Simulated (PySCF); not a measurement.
# A diatomic session: NaBe−

An exercise on one series of results from a longer session: the logs are not shown, and one member is left open.

Method: Na aug-cc-pVDZ-DK, Be aug-cc-pVDZ-DK, spin-free X2C with a Gaussian nucleus; program: PySCF 2.14.0.

4 further runs of the same task are left out: 4 set aside as unsound or not needed.

The first run:

Settings of the job:

* atoms: Na, Be
* charge: -1
* basis: Na aug-cc-pVDZ-DK, Be aug-cc-pVDZ-DK
* Hamiltonian: spin-free X2C with a Gaussian nucleus
* basis functions: 50
* electrons treated: 16
* masses in u: 22.9898, 9.0122
* levels: PBE0, PBE, r²SCAN, LDA, TPSSh, PW91, MP2, SCS-MP2, CCSD, CCSD(T)
* grid: 80 radial by 434 angular points
* occupations: held fixed by the projection of orbital angular momentum
* dissociation limit: Na− + Be, each in its ground configuration
* starting distance in angstrom: 2.635
* values of 2S to try: 0, 2

On the command line:

```bash
> OMP_NUM_THREADS=1 python dia.py task.json out
```

Among the steps run: Set-up; The PBE0 curve of the state that the search chose; PBE; r²SCAN; LDA (local density); TPSSh (hybrid meta-GGA); PW91 (GGA); MP2 and coupled cluster.

One of the session's tables, all rows but one given; the rest of the session is left out.

It belongs to the step «Constants by level of theory». 

| level | Re (Å) | ωe (cm⁻¹) | De (eV) |
| --- | --- | --- | --- |
| RHF-MP2 | 3.463 | 105.7 | 0.174 |
| RHF-SCS-MP2 | 3.544 | 92.5 | 0.136 |
| RHF-CCSD | 3.556 | 88.8 | 0.111 |
| RHF-CCSD(T) | 3.379 | 116.2 | 0.191 |
| LDA | 3.110 | 160.9 | 0.61 |
| PBE | 3.207 | 152.0 | 0.52 |
| PW91 | 3.204 | 152.6 | 0.53 |
| r²SCAN | ? | ? | ? |
| TPSSh | 3.272 | 146.2 | 0.427 |
| PBE0 | 3.271 | 141.9 | 0.399 |

**Question.** Estimate the row for r²SCAN.

**Answer.** Re (Å): 3.250; ωe (cm⁻¹): 148.8; De (eV): 0.463. In the column «Re (Å)» it lies between PBE (3.207) and PBE0 (3.271).

De is counted to Na− + Be in their ground configurations.
